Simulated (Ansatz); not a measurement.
Working through a phonon calculation by linear response of Sn, space group Immm

Computed with Ansatz's Python interface.

Notebook, run cell by cell (the value of a cell's last expression is shown):

In [1]:
```python
from pathlib import Path

import ansatz as az
import numpy as np
```

In [2]:
```python
structure = (
    az.Lattice.of((-1.726539, 1.775547, 2.338342), (1.726539, -1.775547, 2.338342), (1.726539, 1.775547, -2.338342))
    .atom("Sn", (0.0, 0.0, 0.0))
)
```

In [3]:
```python
structure.resolved().tree()["lattice"]
```
Out [3]:
```text
((-1.726539, 1.775547, 2.338342), (1.726539, -1.775547, 2.338342), (1.726539, 1.775547, -2.338342))
```

In [4]:
```python
calc = (
    structure.calculation()
    .functional(az.Functional.PBESOL)
    .pseudopotentials("paw")
    .occupations("methfessel_paxton", width=0.05)
    .kpoints(12, 12, 12)
    .phonons("dfpt", points=[(0, 0, 0), (0.5, 0.5, 0)])
)
result = calc.run(runs_dir="runs")
ph = result.phonons

for q in ph.qpoints:
    thz = np.asarray(q.omega_inv_cm) / 33.35641
    print("q = ({:.2f}, {:.2f}, {:.2f})".format(*q.q_frac), np.round(thz, 2) + 0.0, "THz")
```
```text
DeckWarning: basis.ecutwfc = 420 eV, auto-derived from the records' recommended cutoffs: set by Sn (normal level)
RunWarning: eigensolver did not converge (k=0): 1 band(s) unlocked after 20 sweeps at ethr=1.00e-12 eV (lowest unlocked band 10, counted from 0; max residual 3.33e-6 eV among the unlocked bands, 3.33e-6 eV over every band); it also stands for any lines of [...]
q = (0.00, 0.00, 0.00) [0. 0. 0.] THz
q = (0.50, 0.50, 0.00) [-1.33 -1.03  1.22] THz
```

Caveats:
- The cell isn't relaxed first, so the values belong to this volume.
- A negative frequency stands for an imaginary mode.
- This isn't the structure that Sn takes at ambient conditions.
- Warnings are shown shortened and without file and line.
- The structure is taken as given; imaginary modes can come from an unrelaxed or unstable start. Phonons of metals also depend on mesh and smearing.
- It ran for 97 s on 1 thread of Intel(R) Xeon(R) Platinum 8259CL CPU @ 2.50GHz (Skylake/Cascade Lake), with other jobs on the host, peak memory 0.79 GiB.
